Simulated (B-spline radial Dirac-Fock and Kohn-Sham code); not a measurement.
# Xe⁸⁺: core levels and X-ray properties

What does theory give for xenon as Xe⁸⁺? The session works out its X-ray form factor and Compton profile, the binding energy of each subshell and its two-hole states.

Program: B-spline radial Dirac-Fock and Kohn-Sham code, version 2. Model: a free atom or ion on a radial basis; each step names its model. All values are calculated, but those marked as tabulated.

## (1) What is computed

The Xe⁸⁺ ion in the configuration 1s2 2s2 2p6 3s2 3p6 3d10 4s2 4p6 4d10.

- nuclear charge: 54
- electrons: 46
- mass number: 132
- nuclear rms radius: 4.7859 fm

## (2) Form factor and Compton profile

Model: Dirac-Fock average of configuration, finite nucleus; form factor of the spherical density, Waller-Hartree incoherent function, impulse-approximation Compton profiles.

Recorded inputs:

```ini
task = scatter
Z = 54
charge = 8
configuration = 1s2 2s2 2p6 3s2 3p6 3d10 4s2 4p6 4d10
mass_number = 132
rms_radius = 4.7859  # fm
s = [0.0, 0.05, 0.1, 0.15, 0.2, 0.25, 0.3, 0.35, 0.4, 0.45, 0.5, 0.6, 0.7, 0.8, 0.9, 1.0, 1.1, 1.2, 1.4, 1.6, 1.8, 2.0, 2.5, 3.0, 3.5, 4.0, 5.0, 6.0]  # 1/A
pz = [0, 0.1, 0.2, 0.3, 0.4, 0.5, 0.6, 0.8, 1.0, 1.2, 1.4, 1.6, 1.8, 2.0, 2.5, 3.0, 4.0, 5.0, 7.0, 10.0, 15.0, 20.0, 30.0, 40.0, 60.0, 100.0]  # a.u.
photon_energy = [5000, 8047.8, 20000, 30000, 100000, 200000, 500000, 1000000]  # eV
```

## (3) Hole states by ΔSCF

Model: Dirac-Fock average of configuration, Delta-SCF, finite nucleus, first-order Breit with its frequency dependence, self-energy and vacuum polarisation.

The run's settings:

```ini
task = binding
```

## (4) Two holes

Model: Dirac-Fock average of configuration, Delta-SCF, finite nucleus, first-order Breit with its frequency dependence, self-energy and vacuum polarisation; two-hole levels by intermediate coupling within the shell, Auger rates as independent-particle Coulomb matrix elements.

Settings, as recorded:

```ini
task = double
```

What does the calculation give? Wanted: rms radius of the electron cloud; form factor halves at; Compton profile at zero; deepest level listed, K; least bound, N5; Kα1; largest U, K K; Kα hypersatellite shift; strongest line of K-L123.

The runs gave:

```
                          quantity                    value
  rms radius of the electron cloud               0.577 bohr
             form factor halves at                 0.69 1/Å
           Compton profile at zero             4.576 1/a.u.
      deepest level listed, K (1s)               34683.4 eV
           least bound, N5 (4d5/2)                 178.2 eV
                               Kα1               29778.2 eV
ionisation energy, NIST (measured)               179.840 eV
                    largest U, K K                 897.4 eV
           Kα hypersatellite shift                +651.4 eV
          strongest line of K-L123  L2L3, J = 2, 24374.7 eV
```

What this shows: The form factor starts at the 46 electrons and halves by s = 0.69 1/Å. Incoherent scattering outweighs coherent from 200 keV on, among the energies asked. For K (1s), relaxation takes off 63.4 eV, Breit terms shift it by -81.69 and QED by -41.72 eV. NIST's ionisation energy differs by +1.65 eV from the least binding energy; correlation is missing from the calculation. U runs from 24.98 eV (N5 N5) to 897.4 eV (K K). An empty K shell moves Kα up by 651 eV. In the K-L123 Auger group the L2L3 J = 2 line carries 42 % of the rate. The Hartree-Fock and Dirac-Fock values hold no electron correlation.
